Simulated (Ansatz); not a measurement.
Geometry optimisation, Ansatz 0.2.0, DFT PBE-D3(BJ), scalar-relativistic, plane waves, PAW.

The input (input.yaml):

```yaml
accuracy: low
crystal:
  lattice:
    - [8.862095, 0.0, 0.0]
    - [0.0, 8.862095, 0.0]
    - [0.0, 0.0, 8.862095]
  atoms:
    - { symbol: "N", position: [0.1236272, 0.4230129, 0.2793884] }
    - { symbol: "N", position: [0.1353327, 0.4062139, 0.1535359] }
    - { symbol: "N", position: [0.1037001, 0.9953287, 0.1907374] }
    - { symbol: "N", position: [0.0163708, 0.9320138, 0.258729] }
    - { symbol: "N", position: [0.7619549, 0.5717691, 0.5738305] }
    - { symbol: "N", position: [0.7580347, 0.5648725, 0.4465704] }
    - { symbol: "N", position: [0.2057989, 0.9481724, 0.4886322] }
    - { symbol: "N", position: [0.2378877, 0.895921, 0.6004274] }
    - { symbol: "N", position: [0.7874096, 0.8406212, 0.8275324] }
    - { symbol: "N", position: [0.8560922, 0.849162, 0.7204444] }
    - { symbol: "N", position: [0.4383403, 0.6368042, 0.3915607] }
    - { symbol: "N", position: [0.4641412, 0.7407607, 0.3223838] }
    - { symbol: "N", position: [0.6841965, 0.3216738, 0.7474296] }
    - { symbol: "N", position: [0.797609, 0.3084227, 0.6906837] }
    - { symbol: "N", position: [0.8559665, 0.5152035, 1.0442915] }
    - { symbol: "N", position: [0.8608326, 0.5253379, 0.917281] }
    - { symbol: "N", position: [0.6132051, 0.406088, 0.2103767] }
    - { symbol: "N", position: [0.6002886, 0.3468966, 0.3225712] }
    - { symbol: "N", position: [0.4929728, 0.0268256, 0.6065313] }
    - { symbol: "N", position: [0.4951942, 0.0198618, 0.4792339] }
    - { symbol: "N", position: [0.3814331, 0.6244496, 1.0130916] }
    - { symbol: "N", position: [0.3405152, 0.6231781, 0.892335] }
    - { symbol: "N", position: [0.0440192, 0.825186, 0.9436858] }
    - { symbol: "N", position: [0.108494, 0.8645321, 0.8409583] }
basis:
  ecutwfc: 420.0
kpoints:
  mp_grid: { grid: [1, 1, 1] }
hamiltonian:
  xc: pbe
  dispersion: d3bj
scf:
  occupations: { method: fermi_dirac, width: 0.05 }
  lower_state_search: "off"
relax:
  f_tol: 0.3
  max_steps: 15
  adjacent_minimum: "off"
```

Run as:

```bash
$ ansatz run input.yaml --threads 1 --pin off --max-ram 3072MiB --backend cpu --events-out ev --progress --plain --runs-dir out
```

Where does it end, and by what steps?

It converged. The threshold is loose, so the end isn't yet a minimum. The force dipped under the threshold on the way, but the program's further checks kept it going. Limits of this set-up: coarse k mesh, low accuracy level. After 14 steps the energy has fallen by 2.894 eV; N3 moved furthest, 1.79 Å.

```csv
step,energy less start (eV),largest force component (eV/Å),accepted
0,0.0000,4.122,yes
1,-1.6252,2.775,yes
2,-1.8678,5.089,yes
3,-2.2138,4.027,yes
4,-2.4237,2.328,yes
5,-2.5650,0.995,yes
6,-2.6511,0.767,yes
7,-2.6628,3.520,yes
8,-2.7564,1.949,yes
9,-2.7964,1.531,yes
10,-2.8611,0.170,yes
11,-2.8611,0.170,yes
12,-2.8762,0.983,yes
13,-2.8566,1.976,no
14,-2.8936,0.284,yes
```

```xyz
24
Lattice="8.8621 0.0000 0.0000 0.0000 8.8621 0.0000 0.0000 0.0000 8.8621" Properties=species:S:1:pos:R:3
N 1.278 3.278 2.762
N 1.607 3.369 1.713
N -0.767 9.393 1.833
N -1.339 8.633 2.391
N 6.936 5.533 4.683
N 7.636 5.513 3.832
N 1.112 8.494 4.745
N 1.211 7.422 4.988
N 6.501 7.919 7.926
N 7.162 7.983 7.046
N 3.842 5.640 3.156
N 3.783 6.485 2.449
N 6.262 2.663 6.576
N 7.095 2.336 5.932
N 7.573 4.765 9.301
N 8.084 4.901 8.333
N 5.138 2.603 1.446
N 5.468 2.789 2.482
N 4.397 0.033 5.333
N 4.672 0.186 4.276
N 4.113 5.156 8.131
N 3.856 5.267 7.064
N 1.465 7.415 9.019
N 1.847 8.176 8.317
```

Whether the end is a true minimum wasn't checked by a vibrational analysis.

Time of the run: 46 s on 1 thread of Arm Neoverse V2 (shared host), peak memory 0.51 GiB.
